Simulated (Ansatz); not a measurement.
# MgBe2S3: the cost of one run

Computed with Ansatz 0.2.0 (DFT PBE, scalar-relativistic, plane waves, PAW, unless a step's input says otherwise).

1 further run of the same task is left out (it didn't finish).

### 1 The system as given

The structure is orthorhombic, space group Cmmm (No. 65). The conventional cell has a = 5.398 Å, b = 9.065 Å, c = 4.188 Å, α = 90.00°, β = 90.00°, γ = 90.00°. Mg (site symmetry mmm) has 10 S at 3.07 to 3.42 Å and 8 Be at 3.37 Å as nearest neighbours. Be (site symmetry 2/m) is surrounded by 6 S at 2.62 to 2.64 Å and 2 Be at 2.70 Å. S (site symmetry m2m) has 5 S at 2.55 to 3.14 Å and 4 Be at 2.62 Å and 3 Mg at 3.07 Å as nearest neighbours. S (site symmetry mmm) has 4 S at 2.55 Å and 4 Be at 2.64 Å and 4 Mg at 3.42 Å as nearest neighbours.

As a file:

```xyz
6
Lattice="2.6988 -4.5323 0.0000 2.6988 4.5323 0.0000 0.0000 0.0000 4.1876" Properties=species:S:1:pos:R:3 pbc="T T T"
Mg    0.0000    0.0000    0.0000
Be    1.3494   -2.2662    2.0938
Be    1.3494    2.2662    2.0938
S     2.6988   -1.4602    0.0000
S     2.6988    1.4602    0.0000
S     2.6988    0.0000    2.0938
```

A structure generator made this guess: species swapped into a database cell of LaAl2Cu3 (Cmmm, No. 65), with Mg on the La sites, Be on the Al sites and S on the Cu sites. Lengths come from tabulated atomic sizes and are only a guess.

### 2 Probe: one point on a coarse mesh

input.yaml

```yaml
crystal:
  lattice:
    - [2.69877394, -4.53234295, 0.0]
    - [2.69877394, 4.53234295, 0.0]
    - [0.0, 0.0, 4.18760321]
  atoms:
    - { symbol: Mg, position: [0.0, 0.0, 0.0] }
    - { symbol: Be, position: [0.5, 0.0, 0.5] }
    - { symbol: Be, position: [0.0, 0.5, 0.5] }
    - { symbol: S, position: [0.66109169, 0.33890831, 0.0] }
    - { symbol: S, position: [0.33890831, 0.66109169, 0.0] }
    - { symbol: S, position: [0.5, 0.5, 0.5] }
basis:
  ecutwfc: 420
kpoints:
  mp_grid: { grid: [4, 4, 4] }
hamiltonian:
  xc: pbe
scf:
  occupations: { method: gaussian, width: 0.1 }
  lower_state_search: "off"
output:
  forces: true
  stress: true
  eigenvalues: true
```

On the command line:

```sh
> ansatz run input.yaml --threads 1 --pin off --max-ram 2560MiB --backend cpu --events-out ev --progress --plain --runs-dir out
```

What time and memory should one allow on 1 thread of Arm Neoverse V1, shared host?

About 3.1 s, with a peak of 0.34 GiB.
